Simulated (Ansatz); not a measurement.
# HTi: the cost of one run

Computed with Ansatz 0.2.0 (the levels named in each step, unless a step's input says otherwise).

**1. The starting structure**

Bond lengths: Ti1–H2 1.552 Å.

Structure file:

```xyz
2

Ti    0.0000    0.0000    0.0000
H     0.0000    0.0000    1.5520
```

**2. A rough first relaxation, PBE-D4/def2-SVP**

Input file input.yaml:

```yaml
crystal:
  periodic: [false, false, false]
  atoms:
    - { symbol: Ti, position_ang: [0.0, 0.0, 0.0] }
    - { symbol: H, position_ang: [0.0, 0.0, 1.55199] }
magnetization:
  spin_polarized: true
  initial_magnetization: 2
total_charge: 1
basis:
  gaussian: { orbitals: def2-SVP }
hamiltonian:
  xc: pbe
  dispersion: d4
relax:
  f_tol: 0.03
  max_steps: 200
```

Run with:

```bash
$ ansatz run input.yaml --threads 2 --pin off --max-ram 5120MiB --backend cpu --events-out ev --progress --plain --runs-dir out
```

Q: Estimate wall time and peak memory on 2 threads of Arm Neoverse V1, shared host.

About 20 s, with a peak of 0.11 GiB.
